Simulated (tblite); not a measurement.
# C5H6BCl2O: the cost of one run

Programs: tblite 0.8.0 and PySCF 2.14.0, with density-fitted response routines of our own. Each step states its level of theory. These are calculated values for one molecule in the gas phase, unless marked as measured. Atoms count from 0, in the outputs and in this text.

### Step 1. The starting structure

15 atoms, charge 0, multiplicity 2; geometry from: force field or distance geometry start.

Bonds of the start (Å): Cl0–B1 1.88, B1–Cl2 1.82, B1–C3 1.55, C3–C4 1.49, C4–C5 1.53, C5–O6 1.43, O6–C7 1.40, C7–C8 1.33, C8–C3 1.49, C3–H9 1.14, C4–H10 1.09, C5–H11 1.09, C5–H12 1.12, C7–H13 1.07, C8–H14 1.09.

### Step 2. Relaxing the molecule with GFN2-xTB

What the job is given:

```
{"job": {"kind": "relax", "xc": "GFN2-xTB", "basis": "xTB"}, "charge": 0, "multiplicity": 2}
Cl     2.693300    -0.682500     2.198500
B      2.097800     0.087200     0.591400
Cl     3.418600     0.677500    -0.519400
C      0.576800     0.022100     0.320800
C      0.137300    -0.800000    -0.839600
C     -1.358100    -1.061400    -0.626400
O     -1.980300     0.023300     0.068900
C     -1.413900     1.297300     0.017800
C     -0.087300     1.340400     0.142900
H      0.037000    -0.418500     1.229200
H      0.701500    -1.709000    -1.048700
H     -1.898600    -1.262200    -1.553200
H     -1.406700    -1.980500     0.008000
H     -1.980100     2.192800    -0.127300
H      0.458400     2.281400     0.115100
```

Launch:

```
> OMP_NUM_THREADS=1 python probes_run.py task.json out
```

The driver reads the jobs from task.json and runs them one after another.

**Question.** How long does this first job take on 1 thread of Arm Neoverse V2, shared host?

About 1.7 s.
